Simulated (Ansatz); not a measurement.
# AlClFH₃O₄Si: ionisation energy by level of theory

One table from this session's results is given with a row withheld; the runs are named, their logs left out.

The runs use Ansatz 0.2.0, Gaussian basis; unrestricted cation, the program's frozen cores in correlated methods.

Plan: UKS PBE-D4/def2-TZVPP; UKS r2SCAN-D4/def2-TZVPP; UKS PBE0-D4/def2-TZVPP; UKS B3LYP-D4/def2-TZVPP; UKS wB97X-V/def2-TZVPP; UKS wB97M-V/def2-TZVPP; UKS B2PLYP/def2-TZVPP; UHF-CCSD(T)/def2-TZVPP; UHF-MP2/def2-QZVPP; extrapolation to the limit; then −ε(HOMO) from the neutral's earlier runs with LDA (SPW92), PBE-D4, revPBE-D4, BLYP-D4, r2SCAN-D4, B97M-V, PBE0-D4, B3LYP-D4, r2SCANh-D4, r2SCAN0-D4, HSE06-D4, BHLYP-D4, CAM-B3LYP-D4, LC-ωPBE, ωB97X-V, ωB97M-V.

**Structure used throughout**

An earlier PBE0-D4 in a triple-zeta def2 set relaxation fixed the geometry.

11 atoms, charge 0, spin multiplicity 1.

Atoms are counted from 1 here; the program's logs count them from 0.

Bond lengths: O1–Si2 1.628 Å, O1–H9 0.958 Å, Si2–O3 1.633 Å, Si2–O4 1.630 Å, Si2–O5 1.617 Å, O3–H10 0.958 Å, O4–H11 0.958 Å, O5–Al6 1.666 Å, Al6–F7 1.636 Å, Al6–Cl8 2.068 Å. Angles: Si2–O1–H9 116.6°, O1–Si2–O3 105.8°, O1–Si2–O4 108.5°, O1–Si2–O5 114.0°, O3–Si2–O4 114.5°, O3–Si2–O5 109.7°, O4–Si2–O5 104.6°, Si2–O3–H10 117.6°, Si2–O4–H11 117.1°, Si2–O5–Al6 151.7°, O5–Al6–F7 118.6°, O5–Al6–Cl8 122.8°, F7–Al6–Cl8 118.5°.

Geometry (Å):

```xyz
11

O    -0.8067    1.3504   -1.2813
Si    0.3238    0.3686   -0.6422
O     1.7184    1.2177   -0.6712
O     0.3557   -1.0148   -1.5040
O     0.0047   -0.1018    0.8721
Al   -0.8222   -1.0384    1.9746
F    -0.0487   -1.5157    3.3344
Cl   -2.8051   -1.5725    1.7286
H    -0.6582    2.2923   -1.1883
H     2.4478    0.8908   -0.1434
H     0.3559   -0.9338   -2.4585
```

Set-up of the first run:

in.yaml reads:

```yaml
crystal:
  periodic: [false, false, false]
  atoms:
    - {symbol: O, position_ang: [-0.806670, 1.350403, -1.281311]}
    - {symbol: Si, position_ang: [0.323752, 0.368577, -0.642195]}
    - {symbol: O, position_ang: [1.718439, 1.217741, -0.671194]}
    - {symbol: O, position_ang: [0.355653, -1.014755, -1.503997]}
    - {symbol: O, position_ang: [0.004731, -0.101791, 0.872070]}
    - {symbol: Al, position_ang: [-0.822212, -1.038355, 1.974586]}
    - {symbol: F, position_ang: [-0.048705, -1.515716, 3.334390]}
    - {symbol: Cl, position_ang: [-2.805107, -1.572483, 1.728600]}
    - {symbol: H, position_ang: [-0.658174, 2.292319, -1.188274]}
    - {symbol: H, position_ang: [2.447776, 0.890750, -0.143355]}
    - {symbol: H, position_ang: [0.355916, -0.933788, -2.458523]}
basis:
  gaussian: {orbitals: def2-TZVPP}
total_charge: 1
magnetization: {spin_polarized: true, initial_magnetization: 1}
hamiltonian: {xc: pbe, dispersion: d4}
```

Command:

```
> ansatz run in.yaml --threads 2 --pin off --events-out ev --progress --plain --max-ram 32768MiB --backend cpu
```

Among the steps run: Cation, UKS PBE-D4/def2-TZVPP; Cation, UKS r2SCAN-D4/def2-TZVPP; Cation, UKS PBE0-D4/def2-TZVPP; Cation, UKS B3LYP-D4/def2-TZVPP; Cation, UKS wB97X-V/def2-TZVPP; Cation, UKS wB97M-V/def2-TZVPP; Cation, UKS B2PLYP (frozen core)/def2-TZVPP; Cation, UHF-CCSD(T)/def2-TZVPP; Cation, UHF-MP2/def2-QZVPP.

One of the session's tables, all rows but one given; the rest of the session is left out.

It belongs to the step «Ionisation energies side by side». Orbital estimates, from the neutral's runs:

```
  functional  −ε(HOMO) (eV)
 LDA (SPW92)           7.63
      PBE-D4           7.40
   revPBE-D4           7.32
     BLYP-D4           7.30
   r2SCAN-D4           7.81
      B97M-V           7.89
     PBE0-D4           9.15
    B3LYP-D4              ?
  r2SCANh-D4           8.47
  r2SCAN0-D4           9.45
    HSE06-D4           8.74
    BHLYP-D4          10.73
CAM-B3LYP-D4          10.65
     LC-ωPBE          12.04
     ωB97X-V          11.67
     ωB97M-V          11.59
```

**Question.** Estimate the row for B3LYP-D4.

Worked estimate for «−ε(HOMO) (eV)». Against the share of exact exchange, BLYP-D4 (0, 7.30), BHLYP-D4 (0.5, 10.73) give a slope of 6.86 per unit share; at 0.2 the line stands at 8.67.

As computed: −ε(HOMO) (eV): 8.87. In «−ε(HOMO) (eV)» the line misses by -0.20.
